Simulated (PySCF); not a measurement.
**C3H6B2: geometry, NMR shifts, spin-spin couplings, electronic excitations and core binding energies**

What NMR shifts, spin-spin couplings, electronic excitations and core binding energies should C3H6B2 (`BC(B)C#C`) show?

Programs: PySCF 2.14.0, with density-fitted response routines of our own. Each step states its level of theory. These are calculated values for one molecule in the gas phase, unless marked as measured. Atoms are numbered from 0 throughout.

### 1 Starting geometry

11 atoms, charge 0, multiplicity 1; geometry from: GFN2-xTB.

Bonds of the start (Å): B0–C1 1.57, C1–B2 1.57, C1–C3 1.45, C3–C4 1.20, B0–H5 1.17, B0–H6 1.17, C1–H7 1.10, B2–H8 1.17, B2–H9 1.17, C4–H10 1.05.

### 2 Relaxing the molecule at PBE0-D3(BJ)/def2-SVP

The job: settings as JSON, then the geometry in Å.

```
{"job": {"xc": "PBE0", "basis": "def2-SVP", "d3": "d3bj", "grid": 1, "kind": "geom"}, "charge": 0, "multiplicity": 1}
B     -1.462636    -0.148305     0.505924
C     -0.196731     0.033288    -0.413209
B      0.235090     1.528526    -0.173009
C      0.851767    -0.933312    -0.179901
C      1.720037    -1.737875     0.002030
H     -2.474312     0.347651     0.193811
H     -1.388989    -0.765561     1.495686
H     -0.536723    -0.044247    -1.452497
H      1.178865     1.772267     0.471392
H     -0.402015     2.392185    -0.636829
H      2.481072    -2.441947     0.160638
```

**Question.** This job is followed by: GIAO PBE0/pcSseg-1 NMR shielding, non-relativistic, gas phase; B3LYP/pcJ-1 indirect spin-spin coupling, non-relativistic, gas phase; TDDFT CAM-B3LYP/def2-SVPD, vertical, gas phase, core orbitals frozen in the response; GIAO HF/pcSseg-2 NMR shielding, non-relativistic, gas phase; delta-SCF UKS SCAN, pcX-2 on the ionised atom, pcseg-1 elsewhere, spin-free X2C. What will the session give for the following? point group; rotational constants (main isotopes); 13C shifts against TMS (PBE0/pcSseg-1); 1H shifts against TMS (PBE0/pcSseg-1, means over atoms taken as alike); 11B shifts against BF3·OEt2 (PBE0/pcSseg-1, means over atoms taken as alike); largest coupling of the table (B3LYP/pcJ-1); lowest singlet (CAM-B3LYP/def2-SVPD); brightest single state of those computed; lowest triplet; vertical ionisation energy (ΔSCF); vertical electron affinity (ΔSCF); C1s binding energies, SCAN/pcX-2 (standing for 2 of 3 atoms); range of the shift of C1.

**Answer**, as computed:

| quantity | value |
| --- | --- |
| point group | Cs |
| rotational constants (main isotopes) | 9.64, 3.72, 2.86 GHz |
| 13C shifts against TMS (PBE0/pcSseg-1) | 89.1, 77.0, 66.5 ppm |
| 1H shifts against TMS (PBE0/pcSseg-1, means over atoms taken as alike) | 7.63, 4.57, 2.45 ppm |
| 11B shifts against BF3·OEt2 (PBE0/pcSseg-1, means over atoms taken as alike) | 84.1 ppm |
| largest coupling of the table (B3LYP/pcJ-1) | 1J(C,H) C4–H10, 272.9 Hz |
| lowest singlet (CAM-B3LYP/def2-SVPD) | 4.62 eV (268 nm), f = 0.003 |
| brightest single state of those computed | state 7, 6.55 eV, f = 0.023 |
| lowest triplet | 4.30 eV |
| vertical ionisation energy (ΔSCF) | 9.87 eV |
| vertical electron affinity (ΔSCF) | 0.42 eV |
| C1s binding energies, SCAN/pcX-2 (standing for 2 of 3 atoms) | C1 291.14, C4 290.05 eV |
| range of the shift of C1 | 49.2 to 66.5 ppm |

In words: Relaxing lowered the energy by 0.147 eV in 7 steps; the close pair that moved most is B0–H5, from 1.169 to 1.208 Å. No frequency check was run at this level, so the end point may be a saddle. At PBE0/pcSseg-1: The largest span, 305 ppm, is at C3, where the paramagnetic term is -161 ppm. In the run at B3LYP/pcJ-1, the largest coupling of the table is C4–H10, 272.9 Hz, of which the Fermi-contact term gives 273.5 Hz. The first singlet state (HOMO→LUMO 0.93) lies at 4.62 eV and is weak; of the 10 states computed, the strongest absorption comes from state 7 at 6.55 eV. The lowest triplet lies 0.31 eV below the lowest singlet (triplets in Tamm-Dancoff, singlets in full TDDFT). The orbital energy would give 8.91 eV for ionisation, ΔSCF gives 9.87 eV. The C1s levels kept as sound span 1.09 eV, from C4 (terminal alkyne carbon) up to C1 (propargylic sp3 CH bonded to 2 B). Only 2 of the 3 C atoms are covered by sound results. Across the 2 runs the shift of C1 moves most, between 49.2 (HF/pcSseg-2) and 66.5 ppm (PBE0/pcSseg-1).
